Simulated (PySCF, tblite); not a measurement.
# C₅H₁₀FGaO: geometry, infrared bands and NMR shifts

Aim: predict the infrared bands and NMR shifts of C₅H₁₀FGaO (`F[C@@H]1[GaH2-][O+]2CC[C@@H]1C2`).

The runs use tblite 0.8.0 and PySCF 2.14.0, with density-fitted response routines of our own; the level of theory stands in each step. All values are computed, except where a source is named. Atoms count from 0, in the outputs and in this text.

**1. Starting geometry**

18 atoms, charge 0, multiplicity 1; geometry from: force field or distance geometry start.

Bonds of the start (Å): F0–C1 1.37, C1–Ga2 2.02, Ga2–O3 1.87, O3–C4 1.41, C4–C5 1.50, C5–C6 1.53, C6–C7 1.52, C6–C1 1.52, C7–O3 1.41, C1–H8 1.10, Ga2–H9 1.58, Ga2–H10 1.59, C4–H11 1.10, C4–H12 1.12, C5–H13 1.10, C5–H14 1.12, C6–H15 1.10, C7–H16 1.10, C7–H17 1.09.

**2. Optimising the geometry with GFN2-xTB**

What the job is given:

```
{"job": {"kind": "relax", "xc": "GFN2-xTB", "basis": "xTB"}, "charge": 0, "multiplicity": 1}
F      0.740100     1.258800     2.325900
C      0.275000     0.254000     1.522300
Ga     1.696800    -0.399700     0.241100
O      0.641300     0.017800    -1.247200
C     -0.366900    -0.966500    -1.151800
C     -1.411200    -0.475600    -0.200100
C     -0.729100     0.709900     0.482100
C      0.085700     1.194900    -0.709200
H     -0.069500    -0.644000     2.065800
H      3.011900     0.483100     0.298300
H      1.936600    -1.971500     0.358500
H     -0.749400    -1.281000    -2.134700
H      0.085200    -1.872500    -0.680400
H     -1.757300    -1.230100     0.514700
H     -2.318000    -0.061200    -0.707200
H     -1.437200     1.453900     0.873500
H     -0.543600     1.684300    -1.470800
H      0.900900     1.851900    -0.392200
```

On the command line:

```bash
> OMP_NUM_THREADS=1 python probes_run.py task.json out
```

The driver reads the jobs from task.json and runs them one after another.

The log of the run:

```text
step      E/eV     max force
  0    -701.27880    2.979
  1    -701.58420    2.287
  2    -701.79272    1.242
  3    -701.90455    0.781
  4    -701.97715    0.762
  5    -702.03112    0.515
  6    -702.06484    0.527
  7    -702.09240    0.422
  8    -702.10535    0.287
  9    -702.11396    0.293
 10    -702.12560    0.300
 11    -702.13828    0.371
 12    -702.14913    0.303
 13    -702.15729    0.257
 14    -702.16339    0.193
 15    -702.16879    0.199
 16    -702.17369    0.195
 17    -702.17732    0.179
 18    -702.18099    0.165
 19    -702.18558    0.219
 20    -702.19052    0.198
 21    -702.19528    0.200
 22    -702.19933    0.143
 23    -702.20255    0.166
 24    -702.20556    0.190
 25    -702.20857    0.205
 26    -702.21129    0.197
 27    -702.21341    0.113
 28    -702.21478    0.088
 29    -702.21574    0.073
 30    -702.21665    0.103
 31    -702.21745    0.089
 32    -702.21801    0.057
 33    -702.21843    0.045
 34    -702.21883    0.054
 35    -702.21934    0.070
 36    -702.22002    0.086
 37    -702.22084    0.089
 38    -702.22171    0.072
 39    -702.22260    0.084
 40    -702.22360    0.088
 41    -702.22475    0.102
 42    -702.22587    0.092
 43    -702.22682    0.086
 44    -702.22763    0.076
 45    -702.22851    0.094
 46    -702.22967    0.106
 47    -702.23093    0.095
 48    -702.23190    0.074
 49    -702.23252    0.068
 50    -702.23301    0.060
 51    -702.23355    0.052
 52    -702.23421    0.050
 53    -702.23464    0.041
 54    -702.23496    0.040
 55    -702.23527    0.036
 56    -702.23563    0.035
 57    -702.23595    0.045
 58    -702.23623    0.042
 59    -702.23650    0.043
 60    -702.23683    0.035
 61    -702.23715    0.034
 62    -702.23737    0.034
 63    -702.23750    0.023
 64    -702.23759    0.023
 65    -702.23770    0.022
 66    -702.23784    0.036
 67    -702.23800    0.036
 68    -702.23814    0.027
 69    -702.23827    0.027
 70    -702.23837    0.024
 71    -702.23847    0.025
 72    -702.23857    0.022
 73    -702.23866    0.024
 74    -702.23873    0.019
 75    -702.23878    0.014
 76    -702.23880    0.011
 77    -702.23882    0.009
```

It took 0.89 s on 1 thread of Arm Neoverse N1, shared host; peak memory 0.18 GiB.

Relaxation path: (not every step is listed)

| step | energy from step 0 (eV) | largest force (eV/Å) |
| --- | --- | --- |
| 0 | 0.0000 | 2.9790 |
| 1 | -0.3054 | 2.2873 |
| 2 | -0.5139 | 1.2423 |
| 3 | -0.6257 | 0.7813 |
| 4 | -0.6984 | 0.7618 |
| 5 | -0.7523 | 0.5146 |
| 6 | -0.7860 | 0.5274 |
| 7 | -0.8136 | 0.4220 |
| 8 | -0.8265 | 0.2872 |
| 14 | -0.8846 | 0.1925 |
| 20 | -0.9117 | 0.1976 |
| 26 | -0.9325 | 0.1975 |
| 32 | -0.9392 | 0.0567 |
| 38 | -0.9429 | 0.0719 |
| 44 | -0.9488 | 0.0756 |
| 50 | -0.9542 | 0.0597 |
| 56 | -0.9568 | 0.0346 |
| 62 | -0.9586 | 0.0341 |
| 68 | -0.9593 | 0.0273 |
| 72 | -0.9598 | 0.0217 |
| 73 | -0.9599 | 0.0242 |
| 74 | -0.9599 | 0.0192 |
| 75 | -0.9600 | 0.0140 |
| 76 | -0.9600 | 0.0107 |
| 77 | -0.9600 | 0.0090 |

Close pairs (by a distance rule), those that changed most:

| bond | before (Å) | after (Å) | change (Å) |
| --- | --- | --- | --- |
| Ga2–O3 | 1.872 | 2.184 | +0.312 |
| F0–C1 | 1.368 | 1.429 | +0.061 |
| C4–C5 | 1.496 | 1.541 | +0.045 |
| Ga2–H9 | 1.585 | 1.547 | -0.038 |
| C1–Ga2 | 2.022 | 2.053 | +0.031 |
| C5–H14 | 1.119 | 1.090 | -0.029 |
| Ga2–H10 | 1.594 | 1.567 | -0.027 |
| C4–H12 | 1.117 | 1.093 | -0.024 |

The next job starts from the end point, and lists it.

**3. Vibrational analysis with GFN2-xTB**

What the job is given:

```
{"job": {"kind": "ir", "xc": "GFN2-xTB", "basis": "xTB"}, "charge": 0, "multiplicity": 1}
F      0.886048     1.415433     2.030467
C      0.222976     0.241726     1.555822
Ga     1.834688    -0.558056     0.566909
O      0.665246    -0.017997    -1.196692
C     -0.420005    -0.942881    -1.282541
C     -1.398785    -0.572528    -0.151578
C     -0.758644     0.676890     0.467369
C      0.083531     1.184294    -0.700667
H     -0.316213    -0.142614     2.428447
H      3.038891     0.404878     0.440908
H      2.042105    -2.087780     0.298053
H     -0.887414    -0.839452    -2.269435
H     -0.007463    -1.949869    -1.182474
H     -1.481283    -1.373775     0.583048
H     -2.389545    -0.354476    -0.549107
H     -1.485872     1.411789     0.820708
H     -0.523414     1.654841    -1.483701
H      0.886397     1.855895    -0.387192
```

The log of the run:

```text
mode    cm-1     km/mol
  1      80.0      0.09
  2     139.4      5.12
  3     174.5      9.50
  4     196.4     13.27
  5     234.2      3.00
  6     326.4     14.79
  7     351.8      1.78
  8     379.7     21.17
  9     420.4    106.29
 10     449.9     11.83
 11     525.5    237.73
 12     555.6     47.65
 13     686.3     29.26
 14     705.4    293.61
 15     752.4     14.17
 16     829.1      3.29
 17     905.6     44.83
 18     914.4      4.56
 19     932.8     46.44
 20     961.5     10.81
 21     980.8      3.57
 22    1001.7      9.54
 23    1038.5     35.85
 24    1084.0      5.16
 25    1092.9     11.32
 26    1121.5      3.34
 27    1164.0      4.49
 28    1191.5      3.60
 29    1207.0      8.35
 30    1219.4     13.26
 31    1250.4      1.58
 32    1268.6      5.91
 33    1288.0      4.93
 34    1298.9      2.57
 35    1306.0      4.46
 36    1456.4      2.96
 37    1460.1      6.27
 38    1480.9      6.89
 39    1630.9    377.53
 40    1731.4    446.45
 41    2904.7     41.28
 42    2914.5     20.55
 43    2918.3     60.51
 44    2954.5     30.55
 45    2956.2     22.83
 46    2965.7     11.17
 47    2995.0     26.17
 48    3004.8     29.57
```

Wall time 1.1 s (1 thread of Arm Neoverse N1, shared host); peak memory 0.18 GiB.

The strongest bands and the atoms that carry them (share of the mass-weighted mode):

| cm⁻¹ | km/mol | atoms |
| --- | --- | --- |
| 420 | 106.3 | H10 40 %, H9 37 % |
| 526 | 237.7 | H10 53 %, H9 40 % |
| 556 | 47.6 | C1 52 %, H8 13 % |
| 705 | 293.6 | H9 51 %, H10 43 % |
| 933 | 46.4 | C4 29 %, O3 25 %, C7 20 % |
| 1631 | 377.5 | H10 95 % |
| 1731 | 446.4 | H9 96 % |
| 2918 | 60.5 | H16 86 % |

**4. Nuclear shieldings: PBE0/pcSseg-1**

The job, as its differences from that of step 3:

```diff
@@ -1,2 +1,2 @@
-{"job": {"kind": "ir", "xc": "GFN2-xTB", "basis": "xTB"}, "charge": 0, "multiplicity": 1}
+{"job": {"kind": "nmr", "xc": "PBE0", "basis": "pcSseg-1"}, "charge": 0, "multiplicity": 1}
 F      0.886048     1.415433     2.030467
```

Level: GIAO PBE0/pcSseg-1 NMR shielding, non-relativistic, gas phase.

The log of the run:

```text
coarse grid: 68520 points
cycle   1  E = -2295.4136332186  dE =  4.833e-01  |g| = 1.093e+00  |ddm| = 3.867e+00
cycle   2  E = -2295.3156059822  dE =  9.803e-02  |g| = 1.373e+00  |ddm| = 1.457e+00
cycle   3  E = -2295.5273186275  dE = -2.117e-01  |g| = 1.640e-01  |ddm| = 9.697e-01
cycle   4  E = -2295.5310721233  dE = -3.753e-03  |g| = 7.525e-02  |ddm| = 1.453e-01
cycle   5  E = -2295.5318862420  dE = -8.141e-04  |g| = 8.002e-03  |ddm| = 5.657e-02
cycle   6  E = -2295.5318963691  dE = -1.013e-05  |g| = 2.989e-03  |ddm| = 9.527e-03
cycle   7  E = -2295.5318979249  dE = -1.556e-06  |g| = 9.244e-04  |ddm| = 2.975e-03
final grid: 145864 points
cycle   8  E = -2295.5319034372  dE =  5.556e-08  |g| = 1.440e-03  |ddm| = 3.363e-03
cycle   9  E = -2295.5319028909  dE =  5.463e-07  |g| = 2.330e-03  |ddm| = 2.687e-03
cycle  10  E = -2295.5319037832  dE = -8.923e-07  |g| = 7.241e-05  |ddm| = 1.657e-03
cycle  11  E = -2295.5319037843  dE = -1.151e-09  |g| = 1.969e-05  |ddm| = 9.172e-05
cycle  12  E = -2295.5319037844  dE = -5.912e-11  |g| = 6.072e-06  |ddm| = 1.723e-05
converged SCF energy = -2295.5319037844

GIAO shielding tensors (ppm)
atom      isotropic    diamagn.    paramagn.     s11        s22        s33       span
  0 F      394.119     476.924     -82.805    330.370    407.830    444.155    113.785
  1 C       86.076     248.546    -162.470     34.697     64.438    159.091    124.394
  2 Ga    1388.427    2636.865   -1248.437   1259.581   1437.713   1467.988    208.407
  3 O      288.092     394.963    -106.871    216.543    323.126    324.608    108.064
  4 C      114.294     246.066    -131.772     71.393     99.118    172.370    100.977
  5 C      160.152     250.165     -90.013    134.756    169.097    176.603     41.847
  6 C      139.709     249.235    -109.525    128.051    144.701    146.375     18.324
  7 C      111.395     249.192    -137.797     72.800    104.434    156.950     84.150
  8 H       26.529      30.930      -4.401     22.727     27.921     28.939      6.213
  9 H       26.794      28.616      -1.822     20.558     22.325     37.501     16.943
 10 H       26.580      28.250      -1.670     19.735     22.831     37.173     17.438
 11 H       27.881      28.739      -0.858     22.075     26.214     35.354     13.279
 12 H       27.338      29.071      -1.733     23.031     25.536     33.447     10.417
 13 H       30.357      30.557      -0.200     26.365     27.742     36.962     10.597
 14 H       29.817      30.558      -0.740     24.469     26.900     38.083     13.615
 15 H       28.801      31.539      -2.738     24.616     26.100     35.687     11.071
 16 H       28.315      30.584      -2.269     23.146     26.012     35.788     12.642
 17 H       27.113      30.209      -3.096     23.746     24.867     32.725      8.979
```

Run time: 76 s. Hardware: 1 thread of Arm Neoverse N1, shared host; peak memory 0.95 GiB.

Shifts follow as δ = σ(reference) − σ, with reference shieldings (ppm) from runs at the same level and on the same kind of geometry: 1H TMS 31.72, 13C TMS 186.9, 19F CFCl3 170.9, 17O H2O 336.1. The references are single molecules in the gas phase, so shifts against H2O, NH3, PH3, H3PO4 or CFCl3 are not on the usual liquid scales and can be off by tens of ppm.

| atoms | environment | σ (ppm) | δ (ppm) |
| --- | --- | --- | --- |
| C1 | sp3 CH bonded to F and Ga | 86.1 | 100.8 |
| C7 | sp3 CH2 bonded to O | 111.4 | 75.5 |
| C4 | sp3 CH2 bonded to O | 114.3 | 72.6 |
| C6 | sp3 CH in a ring | 139.7 | 47.2 |
| C5 | sp3 CH2 in a ring | 160.2 | 26.8 |
| H8 | hydrogen on an sp3 CH bonded to F and Ga | 26.53 | 5.19 |
| H10 | hydrogen on a Ga bonded to C, O, in a 5-membered ring | 26.58 | 5.14 |
| H9 | hydrogen on a Ga bonded to C, O, in a 5-membered ring | 26.79 | 4.92 |
| H17 | hydrogen on an sp3 CH2 bonded to O | 27.11 | 4.60 |
| H12 | hydrogen on an sp3 CH2 bonded to O | 27.34 | 4.38 |
| H11 | hydrogen on an sp3 CH2 bonded to O | 27.88 | 3.84 |
| H16 | hydrogen on an sp3 CH2 bonded to O | 28.32 | 3.40 |
| H15 | hydrogen on an sp3 CH in a ring | 28.80 | 2.92 |
| H14 | hydrogen on an sp3 CH2 in a ring | 29.82 | 1.90 |
| H13 | hydrogen on an sp3 CH2 in a ring | 30.36 | 1.36 |
| F0 | fluorine on an sp3 carbon | 394.1 | -223.2 |
| Ga2 | Ga bonded to C, O, 2 H, in a 5-membered ring | 1388 | – |
| O3 | donor oxygen of a Lewis adduct | 288.1 | 48.0 |

Charges from the same density, by scheme (e):

| atoms | Mulliken | IAO | Hirshfeld | ESP fit |
| --- | --- | --- | --- | --- |
| F0 | -0.36 | -0.35 | -0.14 | -0.24 |
| C1 | -0.07 | -0.12 | -0.07 | -0.17 |
| Ga2 | 0.53 | 0.44 | 0.31 | 0.56 |
| O3 | -0.55 | -0.32 | -0.07 | -0.25 |
| C4 | 0.05 | -0.07 | 0.01 | -0.05 |
| C5 | -0.19 | -0.29 | -0.07 | -0.24 |
| C6 | -0.34 | -0.13 | -0.05 | 0.07 |
| C7 | 0.10 | -0.07 | 0.00 | -0.16 |

Mayer bond orders: F0–C1 0.77, C1–Ga2 0.71, Ga2–O3 0.25, O3–C4 0.85, C4–C5 1.03, C5–C6 0.98, C6–C7 0.97, C6–C1 0.97, C7–O3 0.84.

Ring of atoms C1, Ga2, O3, C6, C7: NICS(0) -6.4, NICS(1) -5.5, NICS(1)zz -3.4 ppm (means of both faces; NICS(1) differs between them: -8.0 and -3.0).

Ring of atoms O3, C4, C5, C6, C7: NICS(0) -9.3, NICS(1) -5.2, NICS(1)zz -11.7 ppm (means of both faces; NICS(1) differs between them: -6.8 and -3.7).

The two faces differ (NICS(1)zz -7.9 and -15.6 ppm).

**5. Outcome**

```
                                 quantity                                                           value
strongest single infrared mode (GFN2-xTB)                                           1731 cm⁻¹, 446 km/mol
             zero-point energy (GFN2-xTB)                                                   84.9 kcal/mol
   13C shifts against TMS (PBE0/pcSseg-1)                               100.8, 75.5, 72.6, 47.2, 26.8 ppm
    1H shifts against TMS (PBE0/pcSseg-1)  5.19, 5.14, 4.92, 4.60, 4.38, 3.84, 3.40, 2.92, 1.90, 1.36 ppm
 19F shifts against CFCl3 (PBE0/pcSseg-1)                                                      -223.2 ppm
   17O shifts against H2O (PBE0/pcSseg-1)                                                        48.0 ppm
         shieldings of Ga (PBE0/pcSseg-1)                                                  Ga2 1388.4 ppm
```

**Reading.** The optimisation took 77 steps and gained 0.960 eV; among the close pairs (by a distance rule), Ga2–O3 changed most, from 1.872 to 2.184 Å. No mode is imaginary among the 48: a minimum at this level. The strongest single mode, at 1731 cm⁻¹, moves mainly H9. GFN2-xTB is a fitted tight-binding method: band positions and strengths are rough. Its intensities can rank the bands wrongly. The most deshielded hydrogen is H8 (hydrogen on an sp3 CH bonded to F and Ga), at 5.19 ppm: its carbon carries F, which withdraws density. At PBE0/pcSseg-1: Shielding is most anisotropic at Ga2 (span 208 ppm, paramagnetic term -1248 ppm). Spin-orbit coupling is left out, which matters for shieldings and couplings at and beside the heavy atoms.
